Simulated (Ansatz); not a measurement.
# HfTl2F6: the cost of one run

Program: Ansatz 0.2.0. PAW datasets, plane waves, zero pressure. Simulation only: spin-unpolarised, and no claim that this is the phase found in nature.

## (1) Starting point

It is cubic, Fm-3m (No. 225); a = 8.960 Å in the conventional setting, 19.98 Å³ an atom. Near Tl stand 12 F at 3.17 Å; near Hf stand 6 F at 2.11 Å; near F stand 1 Hf at 2.11 Å.

Coordinates:

```xyz
9
Lattice="0.0000 4.4798 4.4798 4.4798 0.0000 4.4798 4.4798 4.4798 0.0000" Properties=species:S:1:pos:R:3 pbc="T T T"
Tl    2.2399    2.2399    2.2399
Tl    6.7197    6.7197    6.7197
Hf    0.0000    0.0000    0.0000
F     6.8464    4.4798    4.4798
F     4.4798    2.1131    4.4798
F     4.4798    6.8464    4.4798
F     2.1131    4.4798    4.4798
F     4.4798    4.4798    6.8464
F     4.4798    4.4798    2.1131
```

## (2) Relaxation with PBE

Input file input.yaml:

```yaml
crystal:
  lattice:
    - [0.0, 4.479772424, 4.479772424]
    - [4.479772424, 0.0, 4.479772424]
    - [4.479772424, 4.479772424, 0.0]
  atoms:
    - { symbol: Tl, position: [0.25, 0.25, 0.25] }
    - { symbol: Tl, position: [0.75, 0.75, 0.75] }
    - { symbol: Hf, position: [0.0, 0.0, 0.0] }
    - { symbol: F, position: [0.2358490566, 0.7641509434, 0.7641509434] }
    - { symbol: F, position: [0.2358490566, 0.7641509434, 0.2358490566] }
    - { symbol: F, position: [0.7641509434, 0.2358490566, 0.7641509434] }
    - { symbol: F, position: [0.7641509434, 0.2358490566, 0.2358490566] }
    - { symbol: F, position: [0.7641509434, 0.7641509434, 0.2358490566] }
    - { symbol: F, position: [0.2358490566, 0.2358490566, 0.7641509434] }
kpoints:
  mp_grid: { grid: [4, 4, 4] }
hamiltonian:
  xc: pbe
scf:
  occupations: { method: fermi_dirac, width: 0.02 }
relax:
  f_tol: 0.005
  cell: {}
```

The run is started by

```bash
> ansatz run input.yaml --threads 4 --pin off --max-ram 5529MiB --backend cpu --events-out ev --progress --plain --runs-dir out
```

**Question.** How long does this run take on 4 threads of Arm Neoverse N1, shared host, and how much memory does it need?

About 21 s, with a peak of 0.68 GiB.
